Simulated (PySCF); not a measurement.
# Cl3H4HfNSi ((Cl)3Hf-NH-SiH3): the cost of one run

Programs: PySCF 2.14.0, with routines of our own; each step states its level. All values are computed. Atoms count from 0.

## Step 1: The system as given

10 atoms, charge 0, multiplicity 1; geometry from: GFN2-xTB.

## Step 2: Optimising the geometry at PBE0-D3(BJ)/def2-SVP

Job settings and geometry (Å):

```
{"job": {"xc": "PBE0", "basis": "def2-SVP", "d3": "d3bj", "grid": 1, "maxiter": 30, "shake": 0.03, "kind": "geom"}, "charge": 0, "multiplicity": 1}
Hf     0.245940     1.400250    -0.156730
Cl    -0.964580     1.873780     1.741870
Cl     1.534900     3.246180    -0.369620
Cl    -1.219590     1.860190    -1.833800
N      0.870640    -0.405840    -0.177290
Si    -0.315490    -1.597610     0.160580
H      1.875830    -0.708580    -0.152790
H     -0.088020    -2.703980    -0.793960
H     -0.204820    -2.125360     1.594460
H     -1.610140    -0.915790    -0.008300
```

Run with:

```console
> OMP_NUM_THREADS=1 python heavy_run.py task.json out
```

This one command runs all jobs of the session in turn.

Q: Estimate the wall time and peak memory of this first job on 1 thread of AMD EPYC 9R45, shared host.

About 85 s, with a peak of 0.54 GiB.
